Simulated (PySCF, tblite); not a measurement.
**C₄H₁₅NOSi₃: geometry, infrared bands and NMR shifts**

Aim: predict the infrared bands and NMR shifts of C₄H₁₅NOSi₃ (`C=C[SiH2]N([SiH3])[Si@@H](C)OC`).

Computed with tblite 0.8.0 and PySCF 2.14.0, with density-fitted response routines of our own, on a single molecule in the gas phase. Atoms count from 0, in the outputs and in this text.

### Step 1. The molecule as given

24 atoms, charge 0, multiplicity 1; geometry from: force field or distance geometry start.

Bonds of the start (Å): C0–C1 1.32, C1–Si2 1.84, Si2–N3 1.80, N3–Si4 1.80, N3–Si5 1.81, Si5–C6 1.85, Si5–O7 1.72, O7–C8 1.38, C0–H9 1.07, C0–H10 1.08, C1–H11 1.11, Si2–H12 1.46, Si2–H13 1.49, Si4–H14 1.46, Si4–H15 1.49, Si4–H16 1.47, Si5–H17 1.48, C6–H18 1.10, C6–H19 1.13, C6–H20 1.11, C8–H21 1.11, C8–H22 1.13, C8–H23 1.11.

### Step 2. Relaxing the molecule with GFN2-xTB

What the job is given:

```
{"job": {"kind": "relax", "xc": "GFN2-xTB", "basis": "xTB"}, "charge": 0, "multiplicity": 1}
C      3.643600     1.356600     0.076300
C      2.938200     0.270800     0.352600
Si     1.592900    -0.368000    -0.735400
N      0.142700    -0.823900     0.222000
Si     0.114700    -2.628600     0.215000
Si    -1.397100    -0.298400    -0.561400
C     -2.786900    -0.121600     0.639500
O     -1.087100     1.165100    -1.401700
C     -1.654100     2.275300    -0.812200
H      3.487700     1.974100    -0.781300
H      4.406400     1.646500     0.779700
H      3.147900    -0.317000     1.274000
H      2.115900    -1.555400    -1.398500
H      1.189600     0.678600    -1.717700
H     -0.723000    -3.182900     1.280600
H     -0.361400    -3.117600    -1.104600
H      1.498100    -3.105500     0.330900
H     -1.779400    -1.348800    -1.533500
H     -2.687200     0.798900     1.238600
H     -2.762500    -0.986300     1.365000
H     -3.751500    -0.192900     0.099400
H     -1.512600     2.280800     0.289700
H     -1.070300     3.168500    -1.176000
H     -2.716300     2.451500    -1.100000
```

Started as:

```sh
$ OMP_NUM_THREADS=1 python probes_run.py task.json out
```

The driver reads the jobs from task.json and runs them one after another.

**Question.** This job is followed by: GFN2-xTB harmonic vibrations, gas phase; GIAO PBE0/pcSseg-1 NMR shielding, non-relativistic, gas phase. What will the session give for the following? strongest single infrared mode (GFN2-xTB); zero-point energy (GFN2-xTB); 13C shifts against TMS (PBE0/pcSseg-1); 1H shifts against TMS (PBE0/pcSseg-1, means over atoms taken as alike); 29Si shifts against TMS (PBE0/pcSseg-1); 15N shifts against NH3 (PBE0/pcSseg-1); 17O shifts against H2O (PBE0/pcSseg-1); surface potential, 1st and 99th percentile.

As calculated:

| quantity | value |
| --- | --- |
| strongest single infrared mode (GFN2-xTB) | 982 cm⁻¹, 632 km/mol |
| zero-point energy (GFN2-xTB) | 109.5 kcal/mol |
| 13C shifts against TMS (PBE0/pcSseg-1) | 149.6, 136.1, 50.8, 0.3 ppm |
| 1H shifts against TMS (PBE0/pcSseg-1, means over atoms taken as alike) | 6.43, 6.29, 5.83, 5.30, 5.18, 4.97, 4.69, 3.74, 0.29 ppm |
| 29Si shifts against TMS (PBE0/pcSseg-1) | -9.2, -35.6, -56.6 ppm |
| 15N shifts against NH3 (PBE0/pcSseg-1) | 13.6 ppm |
| 17O shifts against H2O (PBE0/pcSseg-1) | 26.8 ppm |
| surface potential, 1st and 99th percentile | -0.87 V and 1.02 V |

What this shows: Over 249 steps the energy fell by 1.324 eV; of the close pairs, Si5–O7 changed most, 1.716 to 1.627 Å. No mode is imaginary among the 66: a minimum at this level. The strongest single mode, at 982 cm⁻¹, moves mainly N3. Unscaled tight-binding wavenumbers are off by several per cent, some by more. Its intensities can rank the bands wrongly. The most deshielded carbon is C1 (alkene CH), at 149.6 ppm: an sp2 carbon of a C=C bond. H11 (hydrogen on an alkene CH) lies farthest downfield among hydrogen, at 6.43 ppm; a vinylic proton, deshielded by the sp2 carbon and the C=C anisotropy.
